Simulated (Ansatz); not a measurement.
**Re: stress in a strained cell**

Re is deformed so: zz strain of +2 %. What stress and forces result, by LAPW, PAW and all-electron datasets made for the crystal?

Program: Ansatz 0.2.0. Level of theory: DFT PBEsol, scalar-relativistic. These are calculated values, not measurements.

## (1) The structure to begin with

Symmetry: R-3m, No. 166, trigonal system. The conventional cell has a = 2.768 Å, b = 2.768 Å, c = 20.096 Å, α = 90.00°, β = 90.00°, γ = 120.00°. Around Re (site symmetry -3m) lie 12 Re at 2.75 to 2.77 Å. Re (site symmetry 3m) has 12 Re at 2.74 to 2.77 Å as nearest neighbours.

Coordinates:

```xyz
3
Lattice="1.3839 0.7990 6.6986 -1.3839 0.7990 6.6986 0.0000 -1.5980 6.6986" Properties=species:S:1:pos:R:3 pbc="T T T"
Re    0.0000    0.0000    0.0000
Re    0.0000    0.0000    4.4648
Re    0.0000    0.0000   15.6311
```

Atoms are numbered in the order of the input: Re1, Re2, Re3.

## (2) After the deformation

Space group R-3m before, R-3m after.

## (3) Full-potential LAPW

Contents of input.yaml:

```yaml
crystal:
  lattice:
    - [1.3839231524, 0.7990084046, 6.8325802503]
    - [-1.3839231524, 0.7990084046, 6.8325802503]
    - [0.0, -1.5980168092, 6.8325802503]
  atoms:
    - { symbol: Re, position: [0.0, 0.0, 0.0] }
    - { symbol: Re, position: [0.22217388, 0.22217388, 0.22217388] }
    - { symbol: Re, position: [0.77782612, 0.77782612, 0.77782612] }
kpoints:
  mp_grid: { grid: [15, 15, 15] }
  band_path:
    path:
      - [0.0, 0.0, 0.0]
      - [0.5, 0.5, 0.5]
      - [0.8242165433, 0.1757834567, 0.5]
      - [0.5, -0.1757834567, 0.1757834567]
      - [0.5, 0.0, 0.0]
      - [0.0, 0.0, 0.0]
      - [0.3378917284, -0.3378917284, 0.0]
      - [0.6621082716, 0.0, 0.3378917284]
      - [0.5, 0.0, 0.5]
    npoints: 5
scf:
  occupations: { method: fermi_dirac, width: 0.05 }
hamiltonian:
  xc: pbesol
  pseudopotentials: { kind: all_electron, lapw: { basis_error: 0.0005 } }
output:
  forces: true
  stress: true
  eigenvalues: true
```

Run with:

```sh
ansatz run input.yaml --threads 1 --pin off --max-ram 6144MiB --backend cpu --events-out ev --progress --plain --runs-dir out
```

## (4) PAW with frozen cores

Contents of input.yaml:

```yaml
crystal:
  lattice:
    - [1.3839231524, 0.7990084046, 6.8325802503]
    - [-1.3839231524, 0.7990084046, 6.8325802503]
    - [0.0, -1.5980168092, 6.8325802503]
  atoms:
    - { symbol: Re, position: [0.0, 0.0, 0.0] }
    - { symbol: Re, position: [0.22217388, 0.22217388, 0.22217388] }
    - { symbol: Re, position: [0.77782612, 0.77782612, 0.77782612] }
kpoints:
  mp_grid: { grid: [15, 15, 15] }
scf:
  occupations: { method: fermi_dirac, width: 0.05 }
hamiltonian:
  xc: pbesol
  pseudopotentials: { kind: paw }
output:
  forces: true
  stress: true
  eigenvalues: true
  efg: { contact_densities: true }
```

## (5) All-electron PAW on datasets made for the crystal

input.yaml: that of step 4 with these lines changed.

```diff
@@ -15,3 +15,3 @@
   xc: pbesol
-  pseudopotentials: { kind: paw }
+  pseudopotentials: { kind: all_electron, datasets: crystal }
 output:
```

(Steps that only read results are left out.)

Before running it: what results should come out? Wanted: pressure; largest shear or deviatoric stress.

As calculated:

| quantity | value |
| --- | --- |
| pressure | LAPW -13.15, PAW -13.27, crystal datasets -13.15 GPa |
| largest shear or deviatoric stress (LAPW) | 5.93 GPa |

What this shows: The largest part of the stress beyond the pressure is 5.93 GPa in size, in the zz component; the atoms are carried along and not relaxed. No run of the undeformed cell stands beside it, so the pressure holds what the given cell had before the change. PAW: stress within 0.12 GPa of LAPW, forces within 1 meV/Å. Crystal datasets: stress within 0.01 GPa of LAPW, forces within 1 meV/Å. Spin-orbit coupling is left out, though the cell holds Re; in elements this heavy it can shift bands and gaps by tenths of an eV.
